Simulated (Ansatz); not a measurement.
Crystal: GeW.

```
Ge W
1.0
     0.00000    2.57761    2.57761
     2.57761    0.00000    2.57761
     2.57761    2.57761    0.00000
Ge W
1 1
Direct
  0.50000 0.50000 0.50000
  0.00000 0.00000 0.00000
```

The cell was built by a generator and needn't be a form met in nature.

Program: Ansatz 0.2.0. Alike in all runs: task band structure; potentials or basis Ansatz PAW; cell as given; smearing fermi-dirac 0.05 eV. Hardware: 2 threads of Arm Neoverse V1 (shared host).

Question: Order these runs on this cell by their wall time, lowest first.
A. level r2SCAN; spin off; k mesh 9 × 9 × 9; cutoff (eV) 500
B. level r2SCAN; spin SOC, no magnetisation; k mesh 7 × 7 × 7; cutoff (eV) 500
C. level RPBE; spin off; k mesh 9 × 9 × 9; cutoff (eV) 420

Answer: C (1.9 s), A (5.6 s), B (34 s).

Runs at the PBE level aren't shown here.
